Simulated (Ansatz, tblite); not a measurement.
**GeMe4 (C4H12Ge): a ladder of methods and basis sets**

An exercise on one series of results from a longer session: the logs are not shown, and one member is left open.

Computed with Ansatz 0.2.0, Gaussian basis. Level: as each input shows.

Levels to be run: GFN1-xTB, GFN2-xTB, PBE-D4/def2-TZVP, r2SCAN-D4/def2-TZVP, CAM-B3LYP-D4/def2-TZVP, B97M-V/def2-TZVP, LDA/def2-TZVP, PBE-D4/def2-SVP, PBE0-D4/def2-SVP, CCSD(T)/def2-SVP, MP2/def2-TZVP, RPA/def2-TZVP.

2 further runs of the same task are left out: 2 set aside as unsound or not needed.

## The relaxed structure

The geometry is that of the singlet, from an earlier relaxation (PBE-D4/def2-SVP).

17 atoms, charge 0, spin multiplicity 1.

Bond lengths: Ge1–C2 1.973 Å, Ge1–C6 1.973 Å, Ge1–C10 1.973 Å, Ge1–C14 1.973 Å, C2–H3 1.108 Å, C2–H4 1.108 Å, C2–H5 1.108 Å, C6–H7 1.108 Å, C6–H8 1.108 Å, C6–H9 1.108 Å, C10–H11 1.108 Å, C10–H12 1.108 Å, C10–H13 1.108 Å, C14–H15 1.108 Å, C14–H16 1.108 Å, C14–H17 1.108 Å. Angles: C2–Ge1–C6 109.5°, C2–Ge1–C10 109.5°, C2–Ge1–C14 109.5°, C6–Ge1–C10 109.5°, C6–Ge1–C14 109.5°, C10–Ge1–C14 109.5°, Ge1–C2–H3 110.7°, Ge1–C2–H4 110.7°, Ge1–C2–H5 110.7°, H3–C2–H4 108.2°, H3–C2–H5 108.2°, H4–C2–H5 108.2°, Ge1–C6–H7 110.7°, Ge1–C6–H8 110.7°, Ge1–C6–H9 110.7°, H7–C6–H8 108.2°, H7–C6–H9 108.2°, H8–C6–H9 108.2° and more.

PBE0-D4/def2-TZVP was run before; its log isn't repeated, and its numbers join the tables.

Set-up of the first run:

Tight binding, by tblite at 300 K electronic temperature and without a spin-polarisation term:

```python
tblite.interface.Calculator('GFN1-xTB', numbers, positions, charge=0, uhf=0).singlepoint()
```

Tight binding, by tblite at 300 K electronic temperature and without a spin-polarisation term:

```python
tblite.interface.Calculator('GFN2-xTB', numbers, positions, charge=0, uhf=0).singlepoint()
```

start.molden holds the orbitals of an earlier run on this state, given as this run's starting guess.

in.yaml

```yaml
crystal:
  periodic: [false, false, false]
  atoms:
    - {symbol: Ge, position_ang: [0.000048, 0.000009, -0.000023]}
    - {symbol: C, position_ang: [-0.002485, -0.017069, 1.973053]}
    - {symbol: H, position_ang: [-1.039908, -0.018205, 2.363579]}
    - {symbol: H, position_ang: [0.517433, 0.876369, 2.373321]}
    - {symbol: H, position_ang: [0.513536, -0.919575, 2.357729]}
    - {symbol: C, position_ang: [1.861211, 0.008452, -0.655258]}
    - {symbol: H, position_ang: [1.886506, 0.014579, -1.763444]}
    - {symbol: H, position_ang: [2.405379, -0.890053, -0.301226]}
    - {symbol: H, position_ang: [2.400577, 0.905930, -0.291419]}
    - {symbol: C, position_ang: [-0.931760, 1.615271, -0.645001]}
    - {symbol: H, position_ang: [-0.938705, 1.647459, -1.753008]}
    - {symbol: H, position_ang: [-0.429519, 2.531533, -0.274903]}
    - {symbol: H, position_ang: [-1.982249, 1.629073, -0.291375]}
    - {symbol: C, position_ang: [-0.926917, -1.606667, -0.672816]}
    - {symbol: H, position_ang: [-1.975213, -1.633391, -0.313469]}
    - {symbol: H, position_ang: [-0.417677, -2.527616, -0.324560]}
    - {symbol: H, position_ang: [-0.940237, -1.616119, -1.781191]}
basis:
  gaussian: {orbitals: def2-TZVP, initial_orbitals: start.molden}
hamiltonian: {xc: pbe, dispersion: d4}
scf: {omitted_lower_state_checks: [starts]}
output: {orbitals: {seedname: orbitals}}
```

Command:

```
$ ansatz run in.yaml --threads 2 --pin off --events-out ev --progress --plain --max-ram 32768MiB --backend cpu
```

Steps of the session up to this table: PBE-D4/def2-TZVP; r2SCAN-D4/def2-TZVP; CAM-B3LYP-D4/def2-TZVP; B97M-V/def2-TZVP; LDA/def2-TZVP; PBE-D4/def2-SVP; PBE0-D4/def2-SVP; CCSD(T)/def2-SVP; MP2/def2-TZVP; RPA/def2-TZVP.

One table of the session follows, with a row left open; its other results are not shown here.

It belongs to the step «Binding energy». 

```
                method  binding an atom (eV)
           HF/def2-SVP                 2.946
          HF/def2-TZVP                 2.908
         LDA/def2-TZVP                 4.288
       PBE-D4/def2-SVP                 3.879
      PBE-D4/def2-TZVP                 3.863
   r2SCAN-D4/def2-TZVP                 3.832
      B97M-V/def2-TZVP                 3.828
      PBE0-D4/def2-SVP                     ?
     PBE0-D4/def2-TZVP                 3.833
CAM-B3LYP-D4/def2-TZVP                 3.836
          MP2/def2-SVP                 3.670
         MP2/def2-TZVP                 3.722
         CCSD/def2-SVP                 3.641
      CCSD(T)/def2-SVP                 3.669
```

Estimate the missing values for PBE0-D4/def2-SVP.

The run gave: binding an atom (eV): 3.855. In the column «binding an atom (eV)» it lies between CAM-B3LYP-D4/def2-TZVP (3.836) and PBE-D4/def2-TZVP (3.863).

To keep in mind: Free atoms were run apart at each level; binding is atoms less cluster, divided by the number of atoms, without zero-point or spin-orbit terms.
